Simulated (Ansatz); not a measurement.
# C2H8S2Si: basis-set convergence

One table from this session's results is given with a row withheld; the runs are named, their logs left out.

Computed with Ansatz 0.2.0, Gaussian basis. Level: one geometry, several basis sets.

Levels to be run: PBE0-D4/def2-SVP; ωB97M-V/def2-SVP; PBE0-D4/def2-QZVPP; ωB97M-V/def2-QZVPP; the functionals' def2-TZVPP values are taken from earlier runs.

### The geometry

All runs share one geometry, relaxed beforehand with PBE0-D4 in a triple-zeta def2 set.

13 atoms, charge 0, spin multiplicity 1.

Atoms are counted from 1 here; the program's logs count them from 0.

Bond lengths: C1–Si2 1.862 Å, C1–H6 1.093 Å, C1–H7 1.091 Å, C1–H8 1.093 Å, Si2–C3 1.864 Å, Si2–S4 2.140 Å, Si2–S5 2.149 Å, C3–H9 1.094 Å, C3–H10 1.092 Å, C3–H11 1.093 Å, S4–H12 1.344 Å, S5–H13 1.345 Å. Angles: Si2–C1–H6 110.1°, Si2–C1–H7 110.7°, Si2–C1–H8 110.8°, H6–C1–H7 108.0°, H6–C1–H8 108.3°, H7–C1–H8 108.7°, C1–Si2–C3 111.6°, C1–Si2–S4 105.4°, C1–Si2–S5 112.2°, C3–Si2–S4 112.3°, C3–Si2–S5 109.5°, S4–Si2–S5 105.6°, Si2–C3–H9 110.7°, Si2–C3–H10 111.0°, Si2–C3–H11 110.1°, H9–C3–H10 108.1°, H9–C3–H11 108.3°, H10–C3–H11 108.5° and more.

Set-up of the first run:

The input, in.yaml:

```yaml
crystal:
  periodic: [false, false, false]
  atoms:
    - {symbol: C, position_ang: [-1.585936, 0.816334, -0.015823]}
    - {symbol: Si, position_ang: [0.079704, 0.065404, -0.374935]}
    - {symbol: C, position_ang: [0.656729, -1.024358, 1.023037]}
    - {symbol: S, position_ang: [-0.169298, -1.019746, -2.202843]}
    - {symbol: S, position_ang: [1.571099, 1.556639, -0.785182]}
    - {symbol: H, position_ang: [-1.534147, 1.433454, 0.884818]}
    - {symbol: H, position_ang: [-1.910248, 1.451062, -0.842431]}
    - {symbol: H, position_ang: [-2.337204, 0.038310, 0.144212]}
    - {symbol: H, position_ang: [0.772430, -0.444777, 1.943459]}
    - {symbol: H, position_ang: [1.617887, -1.485572, 0.788775]}
    - {symbol: H, position_ang: [-0.073164, -1.816887, 1.206431]}
    - {symbol: H, position_ang: [1.111754, -1.420066, -2.265431]}
    - {symbol: H, position_ang: [1.820694, 1.815303, 0.510811]}
basis:
  gaussian: {orbitals: def2-SVP}
hamiltonian: {xc: pbe0, dispersion: d4}
output: {orbitals: {seedname: orbitals}}
```

Steps of the session up to this table: PBE0-D4 in def2-SVP; ωB97M-V in def2-SVP; PBE0-D4 in def2-QZVPP; ωB97M-V in def2-QZVPP.

One table of the session follows, with a row left open; its other results are not shown here.

It belongs to the step «Functionals by basis». 

```
functional       basis  HOMO (eV)  LUMO (eV)
   PBE0-D4    def2-SVP      -7.10       0.77
   PBE0-D4  def2-TZVPP      -7.24       0.29
   PBE0-D4  def2-QZVPP      -7.27       0.02
   ωB97M-V    def2-SVP          ?          ?
   ωB97M-V  def2-TZVPP      -9.43       1.89
   ωB97M-V  def2-QZVPP      -9.47       1.33
```

Estimate the missing values for ωB97M-V, def2-SVP.

The run gave: HOMO (eV): -9.26; LUMO (eV): 2.57. In the column «HOMO (eV)» it lies between ωB97M-V, def2-TZVPP (-9.43) and PBE0-D4, def2-QZVPP (-7.27).
